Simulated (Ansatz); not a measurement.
What does this script print? It uses Ansatz 0.2.0 through its Python package.

`edit_sb3au.py`
```python
'''Keys set on an Input object, for Sb3Au.'''

import warnings

import ansatz as az
import numpy as np
import pandas as pd

XC = 'r2SCAN'
DISPERSION = 'd3bj'
CUTOFF_EV = 530
MESH = (5, 5, 5)
OCCUPATIONS = 'fermi_dirac'
WIDTH_EV = 0.1

warnings.simplefilter('ignore', az.DeckWarning)

vectors = np.array([
    [-3.04, 3.04, 3.04],
    [3.04, -3.04, 3.04],
    [3.04, 3.04, -3.04],
])
cell = (
    az.Lattice.of(vectors)
    .atom('Sb', [0.0, 0.5, 0.5])
    .atom('Sb', [0.5, 0.0, 0.5])
    .atom('Sb', [0.5, 0.5, 0.0])
    .atom('Au', [0.0, 0.0, 0.0])
)

base = (
    cell.calculation()
    .functional(XC, dispersion=DISPERSION)
    .pseudopotentials('paw')
    .basis(CUTOFF_EV)
    .kpoints(*MESH)
    .occupations(OCCUPATIONS, width=WIDTH_EV)
    .band_table()
)
typed = base.input()
rows = []
for value in [0.1, 0.3, 0.6]:
    edited = typed.set(az.key.scf.mixing.beta, value)
    rep = az.Session.from_dict(edited).plan().execute().report
    rows.append((value, rep['free_energy_ev'], rep['n_iterations'], len(rep['eigenvalues_ev'][0]) if 'eigenvalues_ev' in rep else 0))
print(pd.DataFrame(rows, columns=['beta', 'F eV', 'iterations', 'bands listed']).round(4).to_string(index=False))
```

Running `python edit_sb3au.py` prints:
```text
 beta        F eV  iterations  bands listed
  0.1 -32661.4821           9            39
  0.3 -32661.4821           7            39
  0.6 -32661.4821           7            39
```

Notes:
- Absolute energies stand on the zero of these potentials, so only differences at equal settings mean something. A total without «per atom» is that of the cell as typed.
- The dispersion term runs with damping parameters of another functional.
- Dispersion corrections can be off by several per cent in the lattices of metals, and by several GPa in the pressure at a fixed cell.
- For a metal this k-point mesh is coarse: on a finer one energies can move by several to tens of meV an atom and pressures by half a GPa or more, differences at one mesh by less.
- Spin-orbit coupling, which matters for elements this heavy, is left out.
- The structure is a deposited one; some such entries were measured under pressure or heat, so a shift against it needn't be the functional's error alone.
- The script silences the warnings on its input, which a real study should read.
- The whole script took 16 s on 1 thread of Arm Neoverse V2 (shared host), peak memory 0.7 GiB.

(Lines on the test bed's own set-up are left out of the output.)
